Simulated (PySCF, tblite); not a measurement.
# C₄H₈BClO: geometry, infrared bands and NMR shifts

What infrared bands and NMR shifts should C₄H₈BClO (`C=CB(Cl)OCC`) show?

Programs: tblite 0.8.0 and PySCF 2.14.0, with density-fitted response routines of our own. Each step states its level of theory. These are calculated values for one molecule in the gas phase, unless marked as measured. Atoms are numbered from 0 throughout.

### Step 1. The starting structure

15 atoms, charge 0, multiplicity 1; geometry from: force field or distance geometry start.

Bonds of the start (Å): C0–C1 1.35, C1–B2 1.55, B2–Cl3 1.84, B2–O4 1.48, O4–C5 1.40, C5–C6 1.51, C0–H7 1.09, C0–H8 1.07, C1–H9 1.08, C5–H10 1.13, C5–H11 1.10, C6–H12 1.14, C6–H13 1.09, C6–H14 1.12.

### Step 2. Geometry optimisation with GFN2-xTB

The job: settings as JSON, then the geometry in Å.

```
{"job": {"kind": "relax", "xc": "GFN2-xTB", "basis": "xTB"}, "charge": 0, "multiplicity": 1}
C      3.082600     0.303100     0.480700
C      2.096800     0.868700    -0.242800
B      0.862300     0.064000    -0.736100
Cl     1.012500    -1.762500    -0.599000
O     -0.423800     0.600000    -0.251100
C     -1.365400    -0.399800    -0.509000
C     -2.747300     0.016000    -0.060100
H      3.907300     0.944100     0.792600
H      3.103800    -0.729400     0.777700
H      2.139700     1.914800    -0.490100
H     -1.048300    -1.271500     0.139000
H     -1.323100    -0.763200    -1.550200
H     -2.846000    -0.310900     1.030100
H     -2.925500     1.085500    -0.191800
H     -3.529900    -0.550800    -0.623000
```

Launch:

```console
> OMP_NUM_THREADS=1 python probes_run.py task.json out
```

One launch serves the whole session: the jobs run in the order shown.

**Question.** This job is followed by: GFN2-xTB harmonic vibrations, gas phase; GIAO PBE0/pcSseg-1 NMR shielding, non-relativistic, gas phase. What will the session give for the following? strongest single infrared mode (GFN2-xTB); zero-point energy (GFN2-xTB); ¹³C shifts against TMS (PBE0/pcSseg-1); ¹H shifts against TMS (PBE0/pcSseg-1, means over atoms taken as alike); ¹¹B shifts against BF3·OEt2 (PBE0/pcSseg-1); ³⁵Cl shifts against HCl (PBE0/pcSseg-1); ¹⁷O shifts against H2O (PBE0/pcSseg-1); surface potential, 1st and 99th percentile.

**Answer**, as computed:

| quantity | value |
| --- | --- |
| strongest single infrared mode (GFN2-xTB) | 1310 cm⁻¹, 197 km/mol |
| zero-point energy (GFN2-xTB) | 72.6 kcal/mol |
| ¹³C shifts against TMS (PBE0/pcSseg-1) | 150.2, 142.6, 66.2, 19.1 ppm |
| ¹H shifts against TMS (PBE0/pcSseg-1, means over atoms taken as alike) | 6.75, 6.65, 6.40, 4.56, 1.39 ppm |
| ¹¹B shifts against BF3·OEt2 (PBE0/pcSseg-1) | 32.8 ppm |
| ³⁵Cl shifts against HCl (PBE0/pcSseg-1) | 85 ppm |
| ¹⁷O shifts against H2O (PBE0/pcSseg-1) | 190.2 ppm |
| surface potential, 1st and 99th percentile | -0.85 V and 0.84 V |

**Reading.** The optimisation took 109 steps and gained 1.470 eV; among the close pairs (by a distance rule), B2–O4 changed most, from 1.475 to 1.323 Å. The lowest mode is slightly imaginary (8i cm⁻¹), a soft motion within the noise of the Hessian, so the minimum is not strictly shown. The strongest single mode, at 1310 cm⁻¹, is spread over several atoms, H10, B2, C5, O4 among them. Unscaled tight-binding wavenumbers are off by several per cent, some by more. Its intensities can rank the bands wrongly. C0 (terminal =CH2 carbon) lies farthest downfield among carbon, at 150.2 ppm; as expected for a trigonal carbon in a double bond. At PBE0/pcSseg-1: The widest tensor belongs to Cl3: span 434 ppm, with a paramagnetic part of -286 ppm. By nearest atom (PBE0/pcSseg-1), the HOMO sits on C0, C1 about 37 % each and the LUMO on B2 27 %; C0 26 %.
